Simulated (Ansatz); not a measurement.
I need an equation of state with a fit of WC, space group Fm-3m. Use the Python package of Ansatz (0.2.0). Settings (first run): r2SCAN, PAW, cutoff 653 eV, 11×11×11 k-points, Gaussian smearing of 0.05 eV.

```
CELL_PARAMETERS angstrom
0.00000 2.19268 2.19268
2.19268 0.00000 2.19268
2.19268 2.19268 0.00000
ATOMIC_POSITIONS crystal
W 0.00000 0.00000 0.00000
C 0.50000 0.50000 0.50000
```

The script, `eos.py`:
```python
# -*- coding: utf-8 -*-
"""Bulk modulus of WC from an E(V) curve."""

import warnings

import ansatz as az
import numpy as np
from pymatgen.analysis.eos import EOS

vectors0 = np.array([
    [0.0, 2.192684, 2.192684],
    [2.192684, 0.0, 2.192684],
    [2.192684, 2.192684, 0.0],
])
sites = [
    ("W", (0.0, 0.0, 0.0)),
    ("C", (0.5, 0.5, 0.5)),
]


def on_lattice(cell):
    crystal = az.Crystal(lattice=az.Lattice.of(cell))
    for symbol, position in sites:
        crystal = crystal.atom(symbol, position)
    return crystal

warnings.simplefilter("ignore", az.DeckWarning)

# uniform scaling of the cell
volumes, energies = [], []
for scale in np.linspace(0.88, 1.12, 7):
    cell = vectors0 * scale ** (1 / 3)
    base = (
        on_lattice(cell).calculation()
        .functional("r2SCAN")
        .basis(48 * az.Ry)
        .occupations("gaussian", width=0.05)
        .kpoints(11, 11, 11)
    )
    rep = base.run(threads=1, backend="cpu").report
    volumes.append(abs(np.linalg.det(cell)) / len(sites))
    energies.append(rep["free_energy_ev"] / len(sites))
    print(f"V = {volumes[-1]:8.4f} A^3/atom  F = {energies[-1]:.5f} eV/atom")

for form in ["birch_murnaghan", "vinet"]:
    fit = EOS(eos_name=form).fit(volumes, energies)
    print(f"{form:18s} V0 {fit.v0:8.4f} A^3/atom  B0 {fit.b0_GPa:7.1f} GPa  B1 {fit.b1:5.2f}")
```

```console
$ python eos.py
V =   9.2771 A^3/atom  F = -5323.98891 eV/atom
V =   9.6988 A^3/atom  F = -5324.10123 eV/atom
V =  10.1204 A^3/atom  F = -5324.15508 eV/atom
V =  10.5421 A^3/atom  F = -5324.16181 eV/atom
V =  10.9638 A^3/atom  F = -5324.13055 eV/atom
V =  11.3855 A^3/atom  F = -5324.06871 eV/atom
V =  11.8072 A^3/atom  F = -5323.98225 eV/atom
birch_murnaghan    V0  10.3958 A^3/atom  B0   381.3 GPa  B1  4.32
vinet              V0  10.3959 A^3/atom  B0   382.3 GPa  B1  4.31
```

A third-order Birch-Murnaghan fit through the 7 points has its minimum at 10.40 Å³ an atom, 1.4 % below the typed cell, with a bulk modulus of 381 GPa and dB/dP = 4.3. From that minimum the energy rises by 175.3 meV an atom on the compressed side and 181.9 meV on the expanded side.

Caveats:
- Absolute energies stand on the zero of these potentials, so only differences at equal settings mean something.
- No spin polarisation was allowed.
- The mesh is modest for a metal, so energies can be off by several to tens of meV an atom and pressures by half a GPa or more; differences at equal mesh fare better.
- Spin-orbit coupling, which matters for elements this heavy, is left out.
- This cell is a computed structure, which may not be the phase found in nature.
- It ran for 24 s on 1 thread of Intel(R) Xeon(R) Processor @ 2.30GHz, on a shared host, peak memory 0.64 GiB.
